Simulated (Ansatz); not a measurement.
# HfB: response to strain

Aim: deform HfB (equal xx and yy strain of +2 %) and compute stress, forces and field gradients with LAPW, PAW and all-electron datasets made for the crystal.

Method: DFT LDA, scalar-relativistic, in Ansatz 0.2.0.

### 1 The starting structure

It takes space group Fm-3m (No. 225, cubic). Conventional cell: a = 4.620 Å, b = 4.620 Å, c = 4.620 Å, α = 90.00°, β = 90.00°, γ = 90.00°. Hf (site symmetry m-3m) has 6 B at 2.31 Å as nearest neighbours. B (site symmetry m-3m) has 6 Hf at 2.31 Å as nearest neighbours.

Coordinates:

```
CELL_PARAMETERS angstrom
0.00000 2.31000 2.31000
2.31000 0.00000 2.31000
2.31000 2.31000 0.00000
ATOMIC_POSITIONS crystal
Hf 0.50000 0.50000 0.50000
B 0.00000 0.00000 0.00000
```

Atoms are numbered in the order of the input: Hf1, B2.

### 2 The deformed structure

Space group Fm-3m before, I4/mmm after.

### 3 All-electron LAPW

Contents of input.yaml:

```yaml
crystal:
  lattice:
    - [0.0, 2.3562, 2.31]
    - [2.3562, 0.0, 2.31]
    - [2.3562, 2.3562, 0.0]
  atoms:
    - { symbol: Hf, position: [0.5, 0.5, 0.5] }
    - { symbol: B, position: [0.0, 0.0, 0.0] }
kpoints:
  mp_grid: { grid: [15, 15, 15] }
  band_path:
    path:
      - [0.0, 0.0, 0.0]
      - [0.0, 0.5, 0.5]
      - [0.25, 0.75, 0.5]
      - [0.0, 0.5, 0.0]
      - [0.0, 0.0, 0.0]
      - [0.5, 0.5, 0.0]
      - [0.38005, 0.61995, 0.0]
      - [-0.38005, 0.38005, 0.0]
      - [0.0, 0.0, 0.0]
    npoints: 5
scf:
  occupations: { method: fermi_dirac, width: 0.05 }
hamiltonian:
  xc: lda
  pseudopotentials: { kind: all_electron, lapw: { basis_error: 0.00025 } }
output:
  forces: true
  stress: true
  eigenvalues: true
```

On the command line:

```sh
ansatz run input.yaml --threads 1 --pin off --max-ram 3072MiB --backend cpu --events-out ev --progress --plain --runs-dir out
```

### 4 PAW on the default files

Contents of input.yaml:

```yaml
crystal:
  lattice:
    - [0.0, 2.3562, 2.31]
    - [2.3562, 0.0, 2.31]
    - [2.3562, 2.3562, 0.0]
  atoms:
    - { symbol: Hf, position: [0.5, 0.5, 0.5] }
    - { symbol: B, position: [0.0, 0.0, 0.0] }
kpoints:
  mp_grid: { grid: [15, 15, 15] }
scf:
  occupations: { method: fermi_dirac, width: 0.05 }
hamiltonian:
  xc: lda
  pseudopotentials: { kind: paw }
output:
  forces: true
  stress: true
  eigenvalues: true
  efg: { contact_densities: true }
```

### 5 All-electron PAW on datasets made for the crystal

Changes to input.yaml since step 4:

```diff
@@ -14,3 +14,3 @@
   xc: lda
-  pseudopotentials: { kind: paw }
+  pseudopotentials: { kind: all_electron, datasets: crystal }
 output:
```

(Steps that only read results are left out.)

What does the calculation give? Wanted: pressure; largest shear or deviatoric stress.

The runs gave:

| quantity | value |
| --- | --- |
| pressure | LAPW 8.93, PAW 8.89, crystal datasets 8.93 GPa |
| largest shear or deviatoric stress (LAPW) | 5.77 GPa |

**Reading.** The largest part of the stress beyond the pressure is 5.77 GPa in size, in the zz component; the atoms are carried along and not relaxed. No run of the undeformed cell stands beside it, so the pressure holds what the given cell had before the change. PAW: stress within 0.04 GPa of LAPW. Crystal datasets: stress within 0.01 GPa of LAPW. Spin-orbit coupling is left out, though the cell holds Hf; in elements this heavy it can shift bands and gaps by tenths of an eV.
